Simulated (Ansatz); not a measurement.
**CuF: how the settings move a single-point run**

How sensitive is a single-point run of CuF to its settings? A reference run comes first, then six runs with altered input. The cell is built on a prototype (NiAs type) and needn't be the phase found in nature.

Program: Ansatz 0.2.0. Level of theory: reference: DFT, PBE, plane waves, PAW. These are calculated values, not measurements.

### 1 The system as given

It takes space group P6_3/mmc (No. 194, hexagonal). The conventional cell has a = 2.763 Å, b = 2.763 Å, c = 6.402 Å, α = 90.00°, β = 90.00°, γ = 120.00°. Cu (site symmetry -3m) has 6 F at 2.26 Å as nearest neighbours. F (site symmetry -6m2) has 6 Cu at 2.26 Å as nearest neighbours.

As a file:

```xyz
4
Lattice="2.7625 0.0000 0.0000 -1.3813 2.3924 0.0000 0.0000 0.0000 6.4020" Properties=species:S:1:pos:R:3 pbc="T T T"
Cu    0.0000    0.0000    0.0000
Cu    0.0000    0.0000    3.2010
F     0.0000    1.5950    1.6005
F     1.3813    0.7975    4.8015
```

### 2 The reference run

Contents of input.yaml:

```yaml
crystal:
  lattice:
    - [2.762536197, 0.0, 0.0]
    - [-1.3812680985, 2.3924265254, 0.0]
    - [0.0, 0.0, 6.4019833364]
  atoms:
    - { symbol: Cu, position: [0.0, 0.0, 0.0] }
    - { symbol: Cu, position: [0.0, 0.0, 0.5] }
    - { symbol: F, position: [0.3333333333, 0.6666666667, 0.25] }
    - { symbol: F, position: [0.6666666667, 0.3333333333, 0.75] }
kpoints:
  mp_grid: { grid: [9, 9, 4] }
hamiltonian:
  xc: pbe
scf:
  occupations: { method: fermi_dirac, width: 0.02 }
  n_extra_bands: 5
output:
  forces: true
  stress: true
  eigenvalues: true
```

On the command line:

```console
$ ansatz run input.yaml --threads 4 --pin off --max-ram 3686MiB --backend cpu --events-out ev --progress --plain --runs-dir out
```

### 3 Changed: occupations.method methfessel_paxton, occupations.width 0.001

Edit input.yaml of step 2 so:

```diff
@@ -15,3 +15,3 @@
 scf:
-  occupations: { method: fermi_dirac, width: 0.02 }
+  occupations: { method: methfessel_paxton, width: 0.001 }
   n_extra_bands: 5
```

### 4 Variant: dispersion d4

Edit input.yaml of step 2 so:

```diff
@@ -14,2 +14,3 @@
   xc: pbe
+  dispersion: d4
 scf:
```

### 5 Changed: occupations.width 0.001

Edit input.yaml of step 2 so:

```diff
@@ -15,3 +15,3 @@
 scf:
-  occupations: { method: fermi_dirac, width: 0.02 }
+  occupations: { method: fermi_dirac, width: 0.001 }
   n_extra_bands: 5
```

### 6 A further run, with the input changed

Edit input.yaml of step 2 so:

```diff
@@ -17,2 +17,3 @@
   n_extra_bands: 5
+  max_iter: 52
 output:
@@ -21 +22,4 @@
   eigenvalues: true
+magnetization:
+  spin_polarized: true
+  initial_magnetization: 0.5
```

### 8 Changed: occupations.method cold, occupations.width 0.5

Edit input.yaml of step 2 so:

```diff
@@ -15,3 +15,3 @@
 scf:
-  occupations: { method: fermi_dirac, width: 0.02 }
+  occupations: { method: cold, width: 0.5 }
   n_extra_bands: 5
```

### 9 Variant: occupations.method gaussian, occupations.width 0.05

Edit input.yaml of step 2 so:

```diff
@@ -15,3 +15,3 @@
 scf:
-  occupations: { method: fermi_dirac, width: 0.02 }
+  occupations: { method: gaussian, width: 0.05 }
   n_extra_bands: 5
```

(Steps that only read results are left out.)

What does the calculation give? Wanted: for each run, ending; energy change; pressure; gap; force.

The runs gave:

```tsv
run	ending	energy change	pressure (GPa)	gap (eV)	force (eV/Å)	cycles	time
reference	converged	0	6.3	0.00	0.00	7	0.74 s
1: occupations.method methfessel_paxton, occupations.width 0.001	converged	+0.1 meV/atom (σ→0)	6.3	0.00	0.00	9	0.79 s
2: dispersion d4	converged	-264.8 meV/atom (offset of the dispersion model)	3.1	0.00	0.00	7	0.87 s
3: occupations.width 0.001	converged	+0.1 meV/atom (σ→0)	6.3	0.00	0.00	8	1.1 s
4: spin_polarized true, initial_magnetization 0.5	converged	0.0 meV/atom	6.3	0.00	0.00	19	2.1 s
5: occupations.method cold, occupations.width 0.5	converged	+23.3 meV/atom (σ→0)	4.1	0.00	0.00	9	0.8 s
6: occupations.method gaussian, occupations.width 0.05	converged	0.0 meV/atom (σ→0)	6.3	0.00	0.00	7	0.79 s
```

Residual by cycle in the longest SCF loop of each run; runs are numbered as in the table. The quantity is the density residual dr2, in eV.

```tsv
cycle	reference	run 1	run 2	run 3	run 4	run 5	run 6
1	0.019	0.0192	0.019	0.0192	40.1	0.0701	0.019
3	0.0132	0.0178	0.0132	0.0198	1.51	0.0179	0.0135
4	3.0e-4	0.0128	3.0e-4	0.0106	0.354	0.0128	3.3e-4
6	2.2e-7	3.1e-4	2.2e-7	7.4e-5	0.0574	1.2e-4	1.8e-7
8	-	3.9e-8	-	1.9e-8	0.0188	7.8e-9	-
9	-	1.3e-9	-	-	8.0e-4	9.8e-11	-
11	-	-	-	-	1.4e-4	-	-
12	-	-	-	-	4.2e-4	-	-
14	-	-	-	-	3.6e-5	-	-
16	-	-	-	-	2.0e-6	-	-
17	-	-	-	-	1.5e-7	-	-
19	-	-	-	-	3.3e-11	-	-
```

What this shows: Of the variants the dearest is «spin_polarized true, initial_magnetization 0.5» (2.1 s), the cheapest «occupations.method gaussian, occupations.width 0.05» (0.79 s), on a shared host.
